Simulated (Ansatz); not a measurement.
# CsCd4As3: the cost of one run

Program: Ansatz 0.2.0. Level of theory: DFT r2SCAN, scalar-relativistic, plane waves, PAW. These are calculated values, not measurements.

### 1 The structure to begin with

The structure is tetragonal, space group P4/mmm (No. 123). Conventional cell: a = 4.499 Å, b = 4.499 Å, c = 10.787 Å, α = 90.00°, β = 90.00°, γ = 90.00°. Around Cs (site symmetry 4/mmm) lie 8 As at 3.83 Å and 8 Cd at 4.27 Å. Cd (site symmetry 2mm) has 4 As at 2.70 to 2.86 Å as nearest neighbours. As (site symmetry 4mm) is surrounded by 4 Cd at 2.70 Å and 4 Cs at 3.83 Å. Around As (site symmetry 4/mmm) lie 8 Cd at 2.86 Å.

Coordinates:

```cif
data_structure
_symmetry_space_group_name_H-M 'P4/mmm'
_symmetry_Int_Tables_number 123
_cell_length_a 4.4990
_cell_length_b 4.4990
_cell_length_c 10.7870
_cell_angle_alpha 90.000
_cell_angle_beta 90.000
_cell_angle_gamma 90.000
_cell_volume 218.34
loop_
_atom_site_label
_atom_site_type_symbol
_atom_site_symmetry_multiplicity
_atom_site_Wyckoff_symbol
_atom_site_fract_x
_atom_site_fract_y
_atom_site_fract_z
_atom_site_occupancy
Cs1 Cs 1 b 0.00000 0.00000 0.50000 1
Cd1 Cd 4 i 0.00000 0.50000 0.16323 1
As1 As 2 h 0.50000 0.50000 0.30150 1
As2 As 1 a 0.00000 0.00000 0.00000 1
```

(A quick probe on a coarse mesh, which set the mesh and smearing, is not shown.)

### 3 Full relaxation

Input file input.yaml:

```yaml
crystal:
  lattice:
    - [4.499, 0.0, 0.0]
    - [0.0, 4.499, 0.0]
    - [0.0, 0.0, 10.787]
  atoms:
    - { symbol: Cs, position: [0.0, 0.0, 0.5] }
    - { symbol: Cd, position: [0.0, 0.5, 0.16323] }
    - { symbol: Cd, position: [0.5, 0.0, 0.16323] }
    - { symbol: Cd, position: [0.0, 0.5, 0.83677] }
    - { symbol: Cd, position: [0.5, 0.0, 0.83677] }
    - { symbol: As, position: [0.5, 0.5, 0.3015] }
    - { symbol: As, position: [0.5, 0.5, 0.6985] }
    - { symbol: As, position: [0.0, 0.0, 0.0] }
basis:
  ecutwfc: 500
kpoints:
  mp_grid: { grid: [6, 6, 4] }
hamiltonian:
  xc: r2scan
scf:
  occupations: { method: gaussian, width: 0.02 }
output:
  forces: true
  stress: true
  eigenvalues: true
relax:
  adjacent_minimum: "off"
  f_tol: 0.01
  max_steps: 80
  cell: { stress_tol: 0.05 }
```

Launch:

```bash
$ ansatz run input.yaml --threads 1 --pin off --max-ram 2560MiB --backend cpu --events-out ev --progress --plain --runs-dir out
```

Q: Estimate wall time and peak memory on 1 thread of Intel Xeon Platinum 8488C (Sapphire Rapids), shared host.

About 3.8 min, with a peak of 1.2 GiB.
